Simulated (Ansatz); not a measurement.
# Sn4Se3S: levels at named points

How do gap and band edges of Sn4Se3S move from rung to rung, and at what price?

Computed with Ansatz 0.2.0 (DFT PBE+D3(BJ), scalar-relativistic, plane waves, PAW, unless a step's input says otherwise).

That is the level of the relaxation; later steps name their own.

## Step 1: The structure to begin with

The structure is monoclinic, space group P2_1 (No. 4). Conventional cell: a = 8.313 Å, b = 4.424 Å, c = 11.328 Å, α = 90.00°, β = 90.00°, γ = 90.00°. Sn (site symmetry 1) has 2 S at 2.67 to 2.81 Å and 1 Se at 2.81 Å as nearest neighbours. Sn (site symmetry 1) has 2 Se at 2.67 to 2.81 Å and 1 S at 2.81 Å as nearest neighbours. Sn (site symmetry 1) has 3 Se at 2.67 to 2.81 Å as nearest neighbours. S (site symmetry 1) is surrounded by 3 Sn at 2.67 to 2.81 Å. Around Se (site symmetry 1) lie 3 Sn at 2.67 to 2.81 Å.

Structure file:

```xyz
16
Lattice="11.3285 0.0000 0.0000 0.0000 8.3128 0.0000 0.0000 0.0000 4.4242" Properties=species:S:1:pos:R:3 pbc="T T T"
Sn    1.3934    1.0391    0.4026
Sn    1.3934    5.1955    0.4026
Sn    4.2708    3.1173    2.6147
Sn    4.2708    7.2737    2.6147
Sn    7.0576    1.0391    1.8095
Sn    7.0576    5.1955    1.8095
Sn    9.9351    3.1173    4.0216
Sn    9.9351    7.2737    4.0216
S     4.0443    1.0391    0.0708
Se    4.0443    5.1955    0.0708
S     1.6200    3.1173    2.2829
Se    1.6200    7.2737    2.2829
Se    9.7085    1.0391    2.1413
Se    9.7085    5.1955    2.1413
Se    7.2842    3.1173    4.3535
Se    7.2842    7.2737    4.3535
```

(A quick probe on a coarse mesh, which set the mesh and smearing, is not shown.)

## Step 3: Relaxing cell and atoms

The input, input.yaml:

```yaml
crystal:
  lattice:
    - [11.32845357, 0.0, 0.0]
    - [0.0, 8.3128232, 0.0]
    - [0.0, 0.0, 4.42424719]
  atoms:
    - { symbol: Sn, position: [0.123, 0.125, 0.091] }
    - { symbol: Sn, position: [0.123, 0.625, 0.091] }
    - { symbol: Sn, position: [0.377, 0.375, 0.591] }
    - { symbol: Sn, position: [0.377, 0.875, 0.591] }
    - { symbol: Sn, position: [0.623, 0.125, 0.409] }
    - { symbol: Sn, position: [0.623, 0.625, 0.409] }
    - { symbol: Sn, position: [0.877, 0.375, 0.909] }
    - { symbol: Sn, position: [0.877, 0.875, 0.909] }
    - { symbol: S, position: [0.357, 0.125, 0.016] }
    - { symbol: Se, position: [0.357, 0.625, 0.016] }
    - { symbol: S, position: [0.143, 0.375, 0.516] }
    - { symbol: Se, position: [0.143, 0.875, 0.516] }
    - { symbol: Se, position: [0.857, 0.125, 0.484] }
    - { symbol: Se, position: [0.857, 0.625, 0.484] }
    - { symbol: Se, position: [0.643, 0.375, 0.984] }
    - { symbol: Se, position: [0.643, 0.875, 0.984] }
basis:
  ecutwfc: 420
kpoints:
  mp_grid: { grid: [4, 4, 6] }
hamiltonian:
  xc: pbe
  dispersion: d3bj
scf:
  occupations: { method: gaussian, width: 0.02 }
output:
  forces: true
  stress: true
  eigenvalues: true
  write_density: true
  write_potential: true
  elf: true
  volumetric_format: npy
relax:
  adjacent_minimum: "off"
  f_tol: 0.005
  max_steps: 80
  cell: { stress_tol: 0.05 }
```

On the command line:

```bash
ansatz run input.yaml --threads 4 --pin off --max-ram 10240MiB --backend cpu --events-out ev --progress --plain --runs-dir out
```

The session goes on with these runs: band edges over the whole zone; levels with PBE+D3(BJ); levels with PBE+D3(BJ) on the hybrid's mesh; levels with HSE06; levels with PBE+D3(BJ), spin-orbit coupling; the run at r2SCAN.

Q: Predict the outcome of this session. Wanted: relaxed cell; volume; gap, PBE+D3(BJ); gap, HSE06; gap, PBE+D3(BJ), spin-orbit coupling; gap, r2SCAN.

**Answer**, as computed:

```
                            quantity                                                                       value
                        relaxed cell  a = 8.258 Å, b = 4.351 Å, c = 11.413 Å, α = 90.00°, β = 90.04°, γ = 90.00°
                space group (0.01 Å)                                                                P2_1 (No. 4)
                              volume                                                               25.63 Å³/atom
                     gap, PBE+D3(BJ)                                                           0.53 eV, indirect
                          gap, HSE06                                                           0.88 eV, indirect
gap, PBE+D3(BJ), spin-orbit coupling                                                           0.50 eV, indirect
                         gap, r2SCAN                                                           0.75 eV, indirect
```

In words: Relaxation lowered the volume by 1.6 %. The shape changed too: the edges of the input's cell moved by +0.8, -0.7, -1.7 %. The gap runs from 0.50 eV (PBE+D3(BJ), spin-orbit coupling) to 0.88 eV (HSE06). PBE+D3(BJ), spin-orbit coupling took about 8.3 times the CPU time of PBE+D3(BJ), on unlike meshes where the table says so.
